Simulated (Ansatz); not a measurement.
# Cl2H5NSi2: one species, many methods

The task here is to estimate one member of a computed series from the others.

Program: Ansatz 0.2.0, Gaussian basis. Level of theory: functionals in def2-TZVPP, the program's frozen cores in correlated methods. These are calculated values, not measurements.

The runs, in order: LDA (SPW92), PBE-D4, revPBE-D4, BLYP-D4, r2SCAN-D4, B97M-V, PBE0-D4, B3LYP-D4, r2SCANh-D4, r2SCAN0-D4, HSE06-D4, BHLYP-D4, CAM-B3LYP-D4, LC-ωPBE, ωB97X-V, ωB97M-V, B2PLYP, PBE-QIDH; CCSD(T)/def2-SVP; CCSD(T)/def2-TZVPP; MP2/def2-QZVPP; extrapolation to the limit; RPA on PBE.

**The geometry**

All runs share one geometry, relaxed beforehand with PBE0-D4 in a triple-zeta def2 set.

SMILES `N[Si]([SiH3])(Cl)Cl`, 10 atoms, charge 0, spin multiplicity 1.

Atoms are counted from 1 here; the program's logs count them from 0.

Bond lengths: N1–Si2 1.698 Å, N1–H6 1.008 Å, N1–H7 1.008 Å, Si2–Si3 2.331 Å, Si2–Cl4 2.052 Å, Si2–Cl5 2.069 Å, Si3–H8 1.485 Å, Si3–H9 1.488 Å, Si3–H10 1.484 Å. Angles: Si2–N1–H6 120.1°, Si2–N1–H7 120.1°, H6–N1–H7 111.8°, N1–Si2–Si3 112.0°, N1–Si2–Cl4 105.9°, N1–Si2–Cl5 113.9°, Si3–Si2–Cl4 111.4°, Si3–Si2–Cl5 107.0°, Cl4–Si2–Cl5 106.5°, Si2–Si3–H8 110.0°, Si2–Si3–H9 108.7°, Si2–Si3–H10 109.3°, H8–Si3–H9 109.3°, H8–Si3–H10 110.0°, H9–Si3–H10 109.4°.

The first run:

Input file in.yaml:

```yaml
crystal:
  periodic: [false, false, false]
  atoms:
    - {symbol: N, position_ang: [-1.245469, 1.254507, 0.307806]}
    - {symbol: Si, position_ang: [-0.276170, 0.257267, -0.666867]}
    - {symbol: Si, position_ang: [1.058540, -1.173433, 0.600969]}
    - {symbol: Cl, position_ang: [-1.572904, -0.791956, -1.862841]}
    - {symbol: Cl, position_ang: [0.985046, 1.295503, -1.936888]}
    - {symbol: H, position_ang: [-0.823009, 1.835848, 1.014643]}
    - {symbol: H, position_ang: [-2.080937, 1.673316, -0.070656]}
    - {symbol: H, position_ang: [0.204812, -2.108057, 1.378148]}
    - {symbol: H, position_ang: [1.875965, -0.358002, 1.539850]}
    - {symbol: H, position_ang: [1.957124, -1.936190, -0.301362]}
basis:
  gaussian: {orbitals: def2-TZVPP}
hamiltonian: {xc: lda}
output: {orbitals: {seedname: orbitals}}
```

Started as:

```bash
> ansatz run in.yaml --threads 4 --pin off --events-out ev --progress --plain --max-ram 10444MiB
```

Steps of the session up to this table: LDA; PBE-D4 (GGA); revPBE-D4 (GGA); BLYP-D4 (GGA); r2SCAN-D4 (meta-GGA); B97M-V (meta-GGA); B3LYP-D4 (hybrid); r2SCANh-D4 (hybrid); r2SCAN0-D4 (hybrid); HSE06-D4 (hybrid); BHLYP-D4 (hybrid); CAM-B3LYP-D4 (range-separated); LC-ωPBE (range-separated); ωB97X-V (range-separated); ωB97M-V (range-separated); B2PLYP (double hybrid); PBE-QIDH (double hybrid).

One of the session's tables, all rows but one given; the rest of the session is left out.

It belongs to the step «Orbital energies across the functionals». 

| functional | HOMO (eV) | gap (eV) |
| --- | --- | --- |
| LDA (SPW92) | -6.81 | 5.45 |
| PBE-D4 | -6.66 | 5.50 |
| revPBE-D4 | -6.60 | 5.54 |
| BLYP-D4 | -6.52 | 5.55 |
| r2SCAN-D4 | -6.98 | 6.08 |
| B97M-V | -7.09 | 6.05 |
| PBE0-D4 | -8.02 | 7.72 |
| B3LYP-D4 | -7.79 | 7.33 |
| r2SCANh-D4 | -7.49 | 6.89 |
| r2SCAN0-D4 | -8.23 | 8.08 |
| HSE06-D4 | -7.62 | 6.94 |
| BHLYP-D4 | ? | ? |
| CAM-B3LYP-D4 | -9.37 | 10.17 |
| LC-ωPBE | -10.70 | 12.59 |
| ωB97X-V | -10.36 | 12.14 |
| ωB97M-V | -10.16 | 11.67 |

Q: Estimate the row for BHLYP-D4 from the others.

Worked estimate for «HOMO (eV)». Against the share of exact exchange, BLYP-D4 (0, -6.52), B3LYP-D4 (0.2, -7.79) give a slope of -6.35 per unit share; at 0.5 the line stands at -9.69.

As computed: HOMO (eV): -9.22; gap (eV): 9.88. In «HOMO (eV)» the line misses by -0.47.
